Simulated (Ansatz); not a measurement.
**Al3Cu: tests of the settings**

One table from this session's results is given with a row withheld; the runs are named, their logs left out.

Program: Ansatz 0.2.0. Level of theory: DFT PBEsol, scalar-relativistic, plane waves, PAW. These are calculated values, not measurements.

### The starting structure

It takes space group Pm-3m (No. 221, cubic). Conventional cell: a = 3.924 Å, b = 3.924 Å, c = 3.924 Å, α = 90.00°, β = 90.00°, γ = 90.00°. Al (site symmetry 4/mmm) is surrounded by 8 Al at 2.77 Å and 4 Cu at 2.77 Å. Cu (site symmetry m-3m) has 12 Al at 2.77 Å as nearest neighbours.

Structure file:

```cif
data_structure
_symmetry_space_group_name_H-M 'P 1'
_symmetry_Int_Tables_number 1
_cell_length_a 3.9242
_cell_length_b 3.9242
_cell_length_c 3.9242
_cell_angle_alpha 90.000
_cell_angle_beta 90.000
_cell_angle_gamma 90.000
_cell_volume 60.43
loop_
_atom_site_label
_atom_site_type_symbol
_atom_site_fract_x
_atom_site_fract_y
_atom_site_fract_z
_atom_site_occupancy
Al1 Al 0.00000 0.50000 0.50000 1
Al2 Al 0.50000 0.00000 0.50000 1
Al3 Al 0.50000 0.50000 0.00000 1
Cu1 Cu 0.00000 0.00000 0.00000 1
```

The structure comes from the Materials Project (structure only); it is used as listed.

Set-up of the first run:

Input file input.yaml:

```yaml
crystal:
  lattice:
    - [3.924151, 0.0, 0.0]
    - [0.0, 3.924151, 0.0]
    - [0.0, 0.0, 3.924151]
  atoms:
    - { symbol: Al, position: [0.0, 0.5, 0.5] }
    - { symbol: Al, position: [0.5, 0.0, 0.5] }
    - { symbol: Al, position: [0.5, 0.5, 0.0] }
    - { symbol: Cu, position: [0.0, 0.0, 0.0] }
basis:
  ecutwfc: 420
kpoints:
  mp_grid: { grid: [6, 6, 6] }
hamiltonian:
  xc: pbesol
scf:
  occupations: { method: gaussian, width: 0.1 }
output:
  forces: true
  stress: true
  eigenvalues: true
```

Among the steps run: Quick check of gap, pressure and forces; The base run, for reference; Plane-wave cutoff: 250 eV; Plane-wave cutoff set to 300 eV; Plane-wave cutoff set to 350 eV; Plane-wave cutoff: 500 eV.

One of the session's tables, all rows but one given; the rest of the session is left out.

It belongs to the step «What the plane-wave cutoff changes». 

```
cutoff (eV)  ΔE (meV/atom)  pressure (GPa)
        250            705            0.67
        300           92.3           -1.90
        350           9.06           -2.36
        420              ?               ?
        500           0.00           -2.35
```

Q: Estimate the row for cutoff (eV) = 420 from the others.

Worked estimate for «ΔE (meV/atom)». A straight line through the neighbours (350, 9.06) and (500, 0.00) gives 9.06 + (0.00 − 9.06) × (420 − 350) / (500 − 350) = 4.83; a parabola fitted to 3 rows on both sides gives -40.09.

The run gave: ΔE (meV/atom): 0.80; pressure (GPa): -2.36. In «ΔE (meV/atom)» the line misses by +4.03 and the parabola by -40.89. Between these rows the values bend or scatter more than so simple an estimate can follow.

For the plane-wave cutoff, the energy stays within 1 meV/atom of the reference from 420 eV on. Total energies converge more slowly with the cutoff than differences between like structures do. The pressure is off by up to 3.0 GPa.

Limits of these values: The settings are coarse, so take the values as rough. Warnings in the runs' records: cutoff below recommended.
